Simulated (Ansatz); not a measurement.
Crystal: CS2.

```
CELL_PARAMETERS angstrom
3.64579 -2.99431 0.00000
3.64579 2.99431 0.00000
0.00000 0.00000 9.85126
ATOMIC_POSITIONS crystal
S 0.18152 0.81848 0.88687
S 0.31848 0.68152 0.38687
S 0.68152 0.31848 0.61313
S 0.81848 0.18152 0.11313
C 0.50000 0.50000 0.50000
C 0.00000 0.00000 0.00000
```

The cell comes from a database or a generator and needn't be the stable form of this composition.

Base run:

* Program: Ansatz 0.2.0
* Functional: r2SCAN
* Potentials or basis: Ansatz PAW
* Cutoff: 500 eV (not typed: the program's choice for these potentials)
* k mesh: 6 × 6 × 3
* Occupations: fermi-dirac, width 0.05 eV
* Spin: no spin polarisation

Its results: band gap on the k mesh 3.75 eV, direct; pressure -0.7 GPa; largest force 0.209 eV/Å.

The run is repeated on the same cell with these changes: functional from r2SCAN to PBE; cutoff from 500 eV (not typed: the program's choice for these potentials) to 420 eV (not typed: the program's choice for these potentials). What comes out?

Band gap on the k mesh 3.41 eV, direct; pressure 0.4 GPa; largest force 0.257 eV/Å.

r2SCAN gives the wider gap, since meta-GGAs in the generalised Kohn-Sham scheme recover part of the derivative discontinuity.

Caveats: the PAW data sets come from PBE, with cores solved anew for the run's functional, which leaves a small shift of forces and pressure (some runs).
